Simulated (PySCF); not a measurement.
# [TmH3(NH3)]−: other functionals and bases at one geometry

One table from this session's results is given with a row withheld; the runs are named, their logs left out.

Computed with PySCF 2.14.0. Level: several levels, as the steps say, no spin–orbit coupling.

1 further run of the same task is left out (for a known fault of the program).

### Starting geometry

8 atoms, charge -1, spin multiplicity 1.

Bond lengths: Tm1–H2 2.289 Å, Tm1–H3 2.289 Å, Tm1–H4 2.283 Å, Tm1–N5 2.644 Å, Tm1–H6 2.796 Å, N5–H6 1.022 Å, N5–H7 1.019 Å, N5–H8 1.019 Å. Angles: H2–Tm1–H3 115.0°, H2–Tm1–H4 121.9°, H2–Tm1–N5 81.6°, H2–Tm1–H6 71.0°, H3–Tm1–H4 121.9°, H3–Tm1–N5 81.6°, H3–Tm1–H6 71.0°, H4–Tm1–N5 116.4°, H4–Tm1–H6 137.8°, N5–Tm1–H6 21.4°, Tm1–N5–H6 87.6°, Tm1–N5–H7 120.9°, Tm1–N5–H8 120.9°, H6–N5–H7 107.1°, H6–N5–H8 107.1°, H7–N5–H8 109.0°, Tm1–H6–N5 70.9°.

As a file:

```xyz
8

Tm    0.1936   -0.1926   -0.0064
H     0.9159    1.8138    0.8260
H    -1.8063   -0.9233    0.8340
H     1.5626   -1.5577   -1.2207
N    -1.4080    1.3962   -1.3862
H    -1.7590    1.7479   -0.4930
H    -1.0377    2.1957   -1.8974
H    -2.2069    1.0200   -1.8939
```

Formal oxidation states: Tm +2. Each metal's 13 4f electrons lie in its core potential, so multiplicities, spins and levels count the valence alone. An earlier session relaxed this geometry at PBE0, Tm lcecp-0-SVP with ECP59, H def2-SVP, N def2-SVP (singlet, point group Cs).

At PBE0 on the finer grid: E = -90.659259 Eh, frontier levels not given, since the 4f levels lie in the core, Mulliken charge on Tm1 -0.15 e, largest force component 0.013 eV/Å. 

Levels to run: CAM-B3LYP; M06-L; PBE0, TZVP. Hardware: 2 threads of Arm Neoverse V1, shared host.

The first run:

Input file run.py (the lines that set the calculation):

```python
mol = gto.M(atom='''
Tm     0.19361    -0.19258    -0.00639
H      0.91586     1.81382     0.82597
H     -1.80634    -0.92332     0.83400
H      1.56262    -1.55768    -1.22069
N     -1.40796     1.39621    -1.38621
H     -1.75900     1.74795    -0.49299
H     -1.03766     2.19570    -1.89735
H     -2.20691     1.02003    -1.89389''',
    basis={'Tm': 'lcecp-0-SVP', 'H': 'def2-SVP', 'N': 'def2-SVP'},
    ecp={'Tm': 'lcecp-0-SVP'},
    charge=-1, spin=0)
mf = dft.RKS(mol, xc='CAMB3LYP')
mf.grids.atom_grid = (75, 302)  # f atoms: unpruned, at least (60, 302)
mf = mf.density_fit()  # fitting sets: Tm AutoAux, H def2-universal-JKFIT, N def2-universal-JKFIT
mf.conv_tol = 1e-08; mf.max_cycle = 55
mf.kernel(dm0)  # dm0: the density of the relaxed state
```

Launch:

```
> OMP_NUM_THREADS=2 python run.py
```

Among the steps run: CAM-B3LYP; M06-L; PBE0, TZVP.

One of the session's tables, all rows but one given; the rest of the session is left out.

```
              level  dipole (D)  largest force component (eV/Å)
PBE0 (relaxed here)        4.94                            0.01
          CAM-B3LYP        5.01                            0.03
              M06-L        4.86                            0.09
         PBE0, TZVP           ?                               ?
```

Q: Estimate the row for PBE0, TZVP from the others.

As computed: dipole (D): 4.60; largest force component (eV/Å): 0.26. In the column «dipole (D)» it is the lowest.

The dipole of a charged species depends on the origin, so these sizes hold for this origin alone.

The largest leftover force, 0.26 eV/Å with PBE0, TZVP, stands at a geometry relaxed at another level. With 4f in the core, its levels are missing from HOMO and gap, and its count is fixed, so no charge can pass from the ligands into it. Total energies of different levels can't be compared.
